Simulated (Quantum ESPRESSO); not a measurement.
# Pt (I4/mmm) in Quantum ESPRESSO: notebook

One crystal, Pt, is run at these levels: LDA; tasks: single point.

All numbers are computed with Quantum ESPRESSO 7.5; they aren't measurements. Logs are shortened: lines on timing, memory, paths and dates and some standing lists are left out, and cuts for length are marked.

## Step 1: The structure

The structure is tetragonal, space group I4/mmm (No. 139). The conventional cell has a = 2.752 Å, b = 2.752 Å, c = 3.931 Å, α = 90.00°, β = 90.00°, γ = 90.00°. Pt (site symmetry 4/mmm) is surrounded by 12 Pt at 2.75 to 2.77 Å.

The cell was built by a generator and needn't be a form met in nature.

## Step 2: Single point, LDA

Contents of pw.in:

```
&CONTROL
  calculation = 'scf'
  prefix = 'pwscf'
  outdir = './tmp'
  pseudo_dir = './pseudo'
  tprnfor = .true.
  tstress = .true.
  disk_io = 'nowf'
  forc_conv_thr = 0.0001
/
&SYSTEM
  ibrav = 0
  nat = 1
  ntyp = 1
  ecutwfc = 56
  ecutrho = 450
  nbnd = 14
  occupations = 'smearing'
  smearing = 'mp'
  degauss = 0.01469973
/
&ELECTRONS
  conv_thr = 2d-10
  electron_maxstep = 120
  mixing_beta = 0.5
/
ATOMIC_SPECIES
Pt   195.0840 pt_lda_v1.4.uspp.F.UPF
CELL_PARAMETERS angstrom
   0.0000000000    1.9460112200    1.9460112200
   1.9654713322    0.0000000000    1.9460112200
   1.9654713322    1.9460112200    0.0000000000
ATOMIC_POSITIONS crystal
Pt     0.0000000000    0.0000000000    0.0000000000
K_POINTS automatic
32 32 32 0 0 0
```

Potentials or basis: GBRV 1.5 LDA.

Run with:

```bash
> OMP_NUM_THREADS=1 mpirun -n 4 pw.x -nk 4 -in pw.in > pw.out
```

pw.out:

```text
This program is part of the open-source Quantum ESPRESSO suite
     for quantum simulation of materials; please cite
[... 6 lines left out ...]
     using ibrav=0 with symmetry is DISCOURAGED, use correct ibrav instead

     K-points division:     npool     =       4
     Subspace diagonalization in iterative solution of the eigenvalue problem:
     a serial algorithm will be used

     G-vector sticks info
     --------------------
     sticks:   dense  smooth     PW     G-vecs:    dense   smooth      PW
     Sum         847     421    139                16281     5721    1075

     Using Slab Decomposition

     bravais-lattice index     =            0
     lattice parameter (alat)  =       5.2007  a.u.
     unit-cell volume          =     100.4579 (a.u.)^3
     number of atoms/cell      =            1
     number of atomic types    =            1
     number of electrons       =        16.00
     number of Kohn-Sham states=           14
     kinetic-energy cutoff     =      56.0000  Ry
     charge density cutoff     =     450.0000  Ry
     scf convergence threshold =      2.0E-10
     mixing beta               =       0.5000
     number of iterations used =            8  plain     mixing
     Exchange-correlation=  SLA  PZ   NOGX NOGC
                           (   1   1   0   0   0   0   0)

     celldm(1)=   5.200669  celldm(2)=   0.000000  celldm(3)=   0.000000
     celldm(4)=   0.000000  celldm(5)=   0.000000  celldm(6)=   0.000000

     crystal axes: (cart. coord. in units of alat)
               a(1) = (   0.000000   0.707107   0.707107 )
               a(2) = (   0.714178   0.000000   0.707107 )
               a(3) = (   0.714178   0.707107   0.000000 )

     reciprocal axes: (cart. coord. in units 2 pi/alat)
               b(1) = ( -0.700106  0.707107  0.707107 )
               b(2) = (  0.700106 -0.707107  0.707107 )
               b(3) = (  0.700106  0.707107 -0.707107 )

     PseudoPot. # 1 for Pt read from file:
     pt_lda_v1.4.uspp.F.UPF
     Pseudo is Ultrasoft + core correction, Zval = 16.0
     Generated by new atomic code, or converted to UPF format
     Using radial grid of  985 points,  6 beta functions with:
                l(1) =   0
                l(2) =   0
                l(3) =   1
                l(4) =   1
                l(5) =   2
                l(6) =   2
     Q(r) pseudized with  8 coefficients,  rinner =    1.300   1.300   1.300
                                                       1.300   1.300

     atomic species   valence    mass     pseudopotential
     Pt               16.00   195.08400     Pt( 1.00)

     16 Sym. Ops., with inversion, found

   Cartesian axes

     site n.     atom                  positions (alat units)
         1        Pt     tau(   1) = (   0.0000000   0.0000000   0.0000000  )

     number of k points=  2393  Methfessel-Paxton smearing, width (Ry)=  0.0147

     Number of k-points >= 100: set verbosity='high' to print them.

     Dense  grid:    16281 G-vectors     FFT dimensions: (  36,  36,  36)

     Smooth grid:     5721 G-vectors     FFT dimensions: (  25,  25,  25)

     Initial potential from superposition of free atoms

     starting charge      15.5000, renormalised to      16.0000

     negative rho (up, down):  1.865E-01 0.000E+00
     Starting wfcs are   12 randomized atomic wfcs +    2 random wfcs

     Self-consistent Calculation

     iteration #  1     ecut=    56.00 Ry     beta= 0.50
     Davidson diagonalization with overlap
     ethr =  1.00E-02,  avg # of iterations =  4.2

     negative rho (up, down):  1.734E-01 0.000E+00

     total energy              =    -210.62763254 Ry
     estimated scf accuracy    <       0.76267843 Ry

     iteration #  2     ecut=    56.00 Ry     beta= 0.50
     Davidson diagonalization with overlap
     ethr =  4.77E-03,  avg # of iterations =  2.0

     negative rho (up, down):  1.739E-01 0.000E+00

     total energy              =    -210.80421154 Ry
     estimated scf accuracy    <       0.00870783 Ry

     iteration #  3     ecut=    56.00 Ry     beta= 0.50
     Davidson diagonalization with overlap
     ethr =  5.44E-05,  avg # of iterations =  2.9

     negative rho (up, down):  1.728E-01 0.000E+00

     total energy              =    -210.80563720 Ry
     estimated scf accuracy    <       0.00063445 Ry

     iteration #  4     ecut=    56.00 Ry     beta= 0.50
     Davidson diagonalization with overlap
     ethr =  3.97E-06,  avg # of iterations =  4.3

     negative rho (up, down):  1.728E-01 0.000E+00

     total energy              =    -210.80568885 Ry
     estimated scf accuracy    <       0.00000738 Ry

     iteration #  5     ecut=    56.00 Ry     beta= 0.50
     Davidson diagonalization with overlap
     ethr =  4.61E-08,  avg # of iterations =  2.2

     negative rho (up, down):  1.728E-01 0.000E+00

     total energy              =    -210.80569137 Ry
     estimated scf accuracy    <       0.00000037 Ry

     iteration #  6     ecut=    56.00 Ry     beta= 0.50
     Davidson diagonalization with overlap
     ethr =  2.34E-09,  avg # of iterations =  1.8

     negative rho (up, down):  1.728E-01 0.000E+00

     total energy              =    -210.80569143 Ry
     estimated scf accuracy    <          1.9E-09 Ry

     iteration #  7     ecut=    56.00 Ry     beta= 0.50
     Davidson diagonalization with overlap
     ethr =  1.21E-11,  avg # of iterations =  3.8

     negative rho (up, down):  1.728E-01 0.000E+00

     total energy              =    -210.80569143 Ry
     estimated scf accuracy    <          7.3E-10 Ry

     iteration #  8     ecut=    56.00 Ry     beta= 0.50
     Davidson diagonalization with overlap
     ethr =  4.58E-12,  avg # of iterations =  1.9

     negative rho (up, down):  1.728E-01 0.000E+00

     End of self-consistent calculation

     Number of k-points >= 100: set verbosity='high' to print the bands.

     the Fermi energy is    22.6103 ev

!    total energy              =    -210.80569143 Ry
     estimated scf accuracy    <          5.4E-12 Ry
     smearing contrib. (-TS)   =      -0.00022989 Ry
     internal energy E=F+TS    =    -210.80546154 Ry

     The total energy is F=E-TS. E is the sum of the following terms:
     one-electron contribution =     -19.13172164 Ry
     hartree contribution      =      24.18969197 Ry
     xc contribution           =     -56.80713093 Ry
     ewald contribution        =    -159.05630094 Ry

     convergence has been achieved in   8 iterations

     negative rho (up, down):  1.728E-01 0.000E+00

     Forces acting on atoms (cartesian axes, Ry/au):

     atom    1 type  1   force =     0.00000000    0.00000000    0.00000000

     Total force =     0.000000     Total SCF correction =     0.000000

     Computing stress (Cartesian axis) and pressure

     negative rho (up, down):  1.728E-01 0.000E+00
          total   stress  (Ry/bohr**3)                   (kbar)     P=      -32.93
  -0.00027521   0.00000000   0.00000000          -40.48        0.00        0.00
   0.00000000  -0.00019814   0.00000000            0.00      -29.15        0.00
   0.00000000   0.00000000  -0.00019814            0.00        0.00      -29.15

=------------------------------------------------------------------------------=
   JOB DONE.
=------------------------------------------------------------------------------=
```

Wall time 73 s (4 MPI ranks of Intel Xeon Platinum 8375C at 2.90GHz (Ice Lake), shared host); peak memory 0.6 GiB.

What came out:

```
Free energy            : -2868.1575 eV
Pressure               : -3.3 GPa
Band gap on the k mesh : none (metal or under the smearing width)
```

The run has no spin-orbit coupling, so splittings on Pt are missing.

## Step 3: Single point, LDA

This run uses another cell than the first one, of 14.59 Å³/atom, 0.980 times its volume.

pw.in, as its differences from that of step 2:

```diff
@@ -30,4 +30,4 @@
    0.0000000000    1.9460112200    1.9460112200
-   1.9654713322    0.0000000000    1.9460112200
-   1.9654713322    1.9460112200    0.0000000000
+   1.9265511078    0.0000000000    1.9460112200
+   1.9265511078    1.9460112200    0.0000000000
 ATOMIC_POSITIONS crystal
```

Potentials or basis: GBRV 1.5 LDA.

Run with:

```bash
> OMP_NUM_THREADS=1 mpirun -n 4 pw.x -nk 4 -in pw.in > pw.out
```

It took 92 s on 4 MPI ranks of Intel Xeon Platinum 8375C at 2.90GHz (Ice Lake), shared host; peak memory 0.6 GiB.

The run converged. Its results:

```
Free energy            : -2868.1575 eV
Pressure               : 2.9 GPa
Band gap on the k mesh : none (metal or under the smearing width)
```

Stress tensor (GPa, compression positive):
```
3.66 0.00 0.00
0.00 2.52 0.00
0.00 0.00 2.52
```

Levels at points of the mesh, in eV from the Fermi level:
```tsv
k point	band 6	band 7	band 8	band 9	band 10	band 11
(0.00, 0.00, 0.00)	-4.06	-3.94	-1.79	-1.64	14.55	19.55
(0.00, 0.00, -0.50)	-4.02	-0.65	0.03	0.09	6.03	14.13
(0.00, -0.50, -0.50)	0.03	0.54	0.54	1.80	9.31	11.32
(-0.50, 0.00, -0.50)	0.04	0.48	0.58	1.60	9.04	11.46
```

The run has no spin-orbit coupling, so splittings on Pt are missing.

## Step 4: Single point, LDA

pw.in, as its differences from that of step 3:

```diff
@@ -29,5 +29,5 @@
 CELL_PARAMETERS angstrom
-   0.0000000000    1.9460112200    1.9460112200
-   1.9265511078    0.0000000000    1.9460112200
-   1.9265511078    1.9460112200    0.0000000000
+   0.0000000000    1.9654713322    1.9460112200
+   1.9460112200    0.0000000000    1.9460112200
+   1.9460112200    1.9654713322    0.0000000000
 ATOMIC_POSITIONS crystal
```

Run with:

```bash
> OMP_NUM_THREADS=1 mpirun -n 4 pw.x -nk 4 -in pw.in > pw.out
```

Run time: 95 s. Hardware: 4 MPI ranks of Intel Xeon Platinum 8375C at 2.90GHz (Ice Lake), shared host; peak memory 0.6 GiB.

The run converged. Its results:

```yaml
Free_energy: -2868.1575 eV
Pressure: -3.3 GPa
Band_gap_on_the_k_mesh: none (metal or under the smearing width)
```

Stress tensor (GPa, compression positive):
```
-2.91  0.00  0.00
 0.00 -4.05  0.00
 0.00  0.00 -2.91
```

Levels at points of the mesh, in eV from the Fermi level:
| k point | band 4 | band 5 | band 6 | band 7 | band 8 | band 9 | band 10 | band 11 | band 12 | band 13 |
| --- | --- | --- | --- | --- | --- | --- | --- | --- | --- | --- |
| (0.00, 0.00, 0.00) | -10.45 | -3.97 | -3.85 | -3.85 | -1.73 | -1.58 | 14.62 | 19.41 | 19.67 | 19.67 |
| (0.00, 0.00, -0.50) | -7.51 | -4.01 | -3.89 | -0.57 | 0.02 | 0.08 | 5.87 | 14.18 | 18.89 | 19.08 |
| (0.00, -0.50, -0.50) | -7.24 | -6.78 | 0.03 | 0.46 | 0.56 | 1.77 | 8.99 | 11.28 | 11.35 | 20.25 |
| (-0.50, 0.00, -0.50) | -7.25 | -6.79 | 0.04 | 0.50 | 0.50 | 1.58 | 8.73 | 11.49 | 11.49 | 20.39 |

Spin-orbit coupling is left out, which matters for the levels of Pt.

## Step 5: Single point, LDA

This run uses another cell than the first one, of 14.59 Å³/atom, 0.980 times its volume.

pw.in, as its differences from that of step 4:

```diff
@@ -29,5 +29,5 @@
 CELL_PARAMETERS angstrom
-   0.0000000000    1.9654713322    1.9460112200
+   0.0000000000    1.9265511078    1.9460112200
    1.9460112200    0.0000000000    1.9460112200
-   1.9460112200    1.9654713322    0.0000000000
+   1.9460112200    1.9265511078    0.0000000000
 ATOMIC_POSITIONS crystal
```

Run with:

```bash
> OMP_NUM_THREADS=1 mpirun -n 4 pw.x -nk 4 -in pw.in > pw.out
```

It took 81 s on 4 MPI ranks of Intel Xeon Platinum 8375C at 2.90GHz (Ice Lake), shared host; peak memory 0.6 GiB.

It converged, with:

| Item | Value |
| --- | --- |
| Free energy | -2868.1575 eV |
| Pressure | 2.9 GPa |
| Band gap on the k mesh | none (metal or under the smearing width) |

Stress tensor (GPa, compression positive):
```
2.52 0.00 0.00
0.00 3.66 0.00
0.00 0.00 2.52
```

Levels at points of the mesh, in eV from the Fermi level:
```csv
k point,band 6,band 7,band 8,band 9,band 10,band 11
"(0.00, 0.00, 0.00)",-4.06,-3.94,-1.79,-1.64,14.55,19.55
"(0.00, 0.00, -0.50)",-4.02,-0.65,0.03,0.09,6.03,14.13
"(0.00, -0.50, -0.50)",0.04,0.48,0.58,1.60,9.04,11.46
"(-0.50, 0.00, -0.50)",0.03,0.54,0.54,1.80,9.31,11.32
```
